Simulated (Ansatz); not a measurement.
# Molecular dynamics of NaScTl$_{2}$F$_{6}$

The input (input.yaml):

```yaml
crystal:
  lattice:
    - [8.894934, 4.447467, 4.447467]
    - [4.447467, 8.894934, 4.447467]
    - [4.447467, 4.447467, 8.894934]
  atoms:
    - { symbol: Na, position: [0.29647676, 0.29316253, 0.1235695] }
    - { symbol: Sc, position: [-0.02968717, 0.10196107, -0.01360757] }
    - { symbol: Tl, position: [0.07616786, 0.01325067, 0.25262375] }
    - { symbol: Tl, position: [0.3313581, 0.37252261, 0.42247272] }
    - { symbol: F, position: [0.71016247, 0.58949149, 0.36521244] }
    - { symbol: F, position: [0.68115585, 0.1878207, 0.06070482] }
    - { symbol: F, position: [0.21833162, 0.94009794, 0.46814473] }
    - { symbol: F, position: [0.36068893, 0.56339444, -0.00635192] }
    - { symbol: F, position: [0.32525893, 0.35759622, 0.87607727] }
    - { symbol: F, position: [0.14980824, 0.15814569, 0.5709964] }
    - { symbol: Na, position: [0.63019586, 0.86545985, 0.79375108] }
    - { symbol: Sc, position: [0.40306856, 0.6145358, 0.51640446] }
    - { symbol: Tl, position: [0.72952823, 0.75259552, 0.41033136] }
    - { symbol: Tl, position: [0.8254127, 0.98915332, 0.8424367] }
    - { symbol: F, position: [0.26887132, 0.8463079, 1.01876676] }
    - { symbol: F, position: [0.04146889, 0.66377205, 0.63742466] }
    - { symbol: F, position: [0.82048636, 0.46422264, 0.8272399] }
    - { symbol: F, position: [0.65431626, 0.26033961, 0.52015238] }
    - { symbol: F, position: [0.71535873, 0.96876086, 0.42822997] }
    - { symbol: F, position: [0.66443466, 0.63544032, 0.09460632] }
basis:
  ecutwfc: 500.0
kpoints:
  mp_grid: { grid: [2, 2, 2] }
hamiltonian:
  xc: r2scan
  dispersion: d3bj
scf:
  occupations: { method: fermi_dirac, width: 0.36 }
  lower_state_search: "off"
md:
  timestep: 1.5
  n_steps: 169
  ensemble: nvt_langevin
  temperature: 3360.0
  initial_velocities: maxwell_boltzmann
  seed: 717838
  friction: 0.02
  temperature_schedule:
    - { n_steps: 127, end_temperature: 300.0 }
    - { n_steps: 42, end_temperature: 300.0 }
```

Command:

```bash
$ ansatz run input.yaml --threads 4 --pin off --max-ram 10240MiB --backend cpu --events-out ev --progress --plain --runs-dir out
```

It goes on from the last frame of an earlier run, with new velocities.

Output, in part (step lines):

```
md step     0: t =     0.00 fs  T =  3192.0 K (target 3360.0 K)  F+E_penalty+E_count = -62828.61447950 eV  E_kin = 8.251958 eV  (11 SCF iters)
md step    97: t =   145.50 fs  T =  1301.7 K (target 1034.9 K)  F+E_penalty+E_count = -62831.91814488 eV  E_kin = 3.365202 eV  (7 SCF iters)
md step    98: t =   147.00 fs  T =  1202.2 K (target 1010.8 K)  F+E_penalty+E_count = -62831.93738646 eV  E_kin = 3.108008 eV  (7 SCF iters)
md step    99: t =   148.50 fs  T =  1262.5 K (target 986.7 K)  F+E_penalty+E_count = -62831.98507383 eV  E_kin = 3.263820 eV  (7 SCF iters)
md step   100: t =   150.00 fs  T =  1282.0 K (target 962.6 K)  F+E_penalty+E_count = -62832.09990864 eV  E_kin = 3.314173 eV  (9 SCF iters)
md step   101: t =   151.50 fs  T =  1412.2 K (target 938.5 K)  F+E_penalty+E_count = -62832.27930858 eV  E_kin = 3.650895 eV  (6 SCF iters)
md step   102: t =   153.00 fs  T =  1405.8 K (target 914.4 K)  F+E_penalty+E_count = -62832.49700221 eV  E_kin = 3.634389 eV  (6 SCF iters)
md step   103: t =   154.50 fs  T =  1476.7 K (target 890.3 K)  F+E_penalty+E_count = -62832.71977630 eV  E_kin = 3.817535 eV  (6 SCF iters)
[... lines left out ...]
md step   169: t =   253.50 fs  T =   627.6 K (target 300.0 K)  F+E_penalty+E_count = -62835.35093550 eV  E_kin = 1.622584 eV  (8 SCF iters)
```

The steps, from the saved trajectory:

```tsv
time (fs)	T (K)	potential energy less start (eV)
0.0	3192	0.000
7.5	3123	-0.028
15.0	2351	0.578
22.5	2427	0.389
30.0	2317	0.236
37.5	2967	-0.279
45.0	2905	-1.390
52.5	3298	-2.361
60.0	2808	-2.879
67.5	2803	-3.430
75.0	2026	-2.937
82.5	2404	-3.037
90.0	2494	-3.710
97.5	2751	-3.624
105.0	2136	-2.932
112.5	1897	-2.307
120.0	1767	-2.389
127.5	1665	-2.784
135.0	1596	-3.065
142.5	1348	-3.304
150.0	1282	-3.485
157.5	1462	-4.479
165.0	1606	-5.075
172.5	1523	-5.419
180.0	1267	-5.455
187.5	879	-5.400
195.0	704	-5.428
202.5	653	-5.585
210.0	552	-5.507
217.5	460	-5.558
225.0	538	-5.925
232.5	505	-6.066
240.0	396	-6.175
247.5	532	-6.475
```

The run went to its last step. The schedule's set-point averaged 556 K over the second half and the system 985 K, so it lags behind the ramp. A run of 0.25 ps of so small a system gives no equilibrium averages. Limits of this set-up: coarse k mesh.

Mean squared displacements from the first frame to the last, about the centre of mass: Na 1.15 Å², Sc 0.75 Å², Tl 0.26 Å², F 0.90 Å².

Last frame:

```xyz
20
Lattice="8.8949 4.4475 4.4475 4.4475 8.8949 4.4475 4.4475 4.4475 8.8949" Properties=species:S:1:pos:R:3
Na 5.586 5.176 3.487
Sc 0.294 0.020 -0.316
Tl 1.702 2.100 2.725
Tl 6.777 6.814 6.401
F 10.040 9.389 10.055
F 7.282 4.539 4.764
F 7.554 10.573 9.308
F 4.915 6.978 4.211
F 7.870 8.640 11.393
F 4.228 4.104 6.537
Na 13.338 13.562 13.857
Sc 8.220 8.678 9.308
Tl 11.589 11.382 10.485
Tl 15.199 16.188 15.776
F 11.179 13.747 13.118
F 6.228 8.237 8.767
F 13.252 10.860 12.820
F 9.018 6.786 9.347
F 13.903 13.090 10.695
F 8.651 8.726 7.341
```

Time of the run: 28 min on 4 threads of Intel(R) Xeon(R) Platinum 8488C (Sapphire Rapids), with other jobs on the host, peak memory 2.3 GiB.
